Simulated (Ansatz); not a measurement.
# MnO2: the cost of one run

Method: DFT PBEsol+U, PAW, plane waves, scalar-relativistic; U − J = 3.9 eV on Mn d, in Ansatz 0.2.0.

### Step 1. The structure to begin with

The structure is tetragonal, space group P4_2/mnm (No. 136). Conventional cell: a = 4.398 Å, b = 4.398 Å, c = 2.873 Å, α = 90.00°, β = 90.00°, γ = 90.00°. Mn (site symmetry mmm) has 6 O at 1.88 to 1.90 Å as nearest neighbours. O (site symmetry m2m) is surrounded by 3 Mn at 1.88 to 1.90 Å.

As a file:

```cif
data_structure
_symmetry_space_group_name_H-M 'P4_2/mnm'
_symmetry_Int_Tables_number 136
_cell_length_a 4.3983
_cell_length_b 4.3983
_cell_length_c 2.8730
_cell_angle_alpha 90.000
_cell_angle_beta 90.000
_cell_angle_gamma 90.000
_cell_volume 55.58
loop_
_atom_site_label
_atom_site_type_symbol
_atom_site_symmetry_multiplicity
_atom_site_Wyckoff_symbol
_atom_site_fract_x
_atom_site_fract_y
_atom_site_fract_z
_atom_site_occupancy
Mn1 Mn 2 a 0.00000 0.00000 0.00000 1
O1 O 4 f 0.30515 0.30515 0.00000 1
```

Atoms are counted from 1 in the order of input.yaml (O6 and so on).

Known so far: 9 plain starts ended in 3 states. The lowest came from “a moment on one site alone, plain SCF [Mn2 4.50 μB]”: antiferromagnetic, site moments Mn1 -2.55, Mn2 2.55 μB, total 0.00 μB per cell, a gap of 0.28 eV on the k-mesh, free energy -9975.6810 eV.

Runs to come: parallel moments, default search for lower states; opposed moments +-, default search for lower states; whole orbital fillings typed, symmetry off, plain SCF; the moments typed in its input, symmetry off, plain SCF; the moments typed in its input, standard search for lower states; the moments typed in its input, symmetry off, default search.

“Plain SCF” means no search for lower states. The default search lets the program follow hints of a lower state (another filling of open shells, a soft direction), where it sees any. The standard and full searches may also try other magnetic orders and fillings, and need not reach the lowest state. With a search on, the program may also reshape the start on open shells. Ends within 0.2 meV/atom and 0.1 μB count as one state.

Site moments are integrals over atomic spheres and don't add up to the total.

### Step 2. Parallel moments, default search for lower states

Input file input.yaml:

```yaml
crystal:
  lattice:
    - [4.3983, 0.0, 0.0]
    - [0.0, 4.3983, 0.0]
    - [0.0, 0.0, 2.873]
  atoms:
    - { symbol: Mn, position: [0.0, 0.0, 0.0], spin: 4.5 }
    - { symbol: Mn, position: [0.5, 0.5, 0.5], spin: 4.5 }
    - { symbol: O, position: [0.30515, 0.30515, 0.0] }
    - { symbol: O, position: [0.19485, 0.80515, 0.5] }
    - { symbol: O, position: [0.69485, 0.69485, 0.0] }
    - { symbol: O, position: [0.80515, 0.19485, 0.5] }
magnetization:
  spin_polarized: true
hamiltonian:
  xc: pbesol
  pseudopotentials: { kind: paw }
  hubbard: { sites: [{ species: Mn, l: d, u_eff: 3.9 }] }
basis:
  ecutwfc: 420
kpoints:
  mp_grid: { grid: [5, 5, 7] }
scf:
  occupations: { method: gaussian, width: 0.03 }
output:
  forces: true
  stress: true
```

Q: Estimate wall time and peak memory on 2 threads of an Arm CPU, shared host.

About 5.4 s, with a peak of 0.41 GiB.
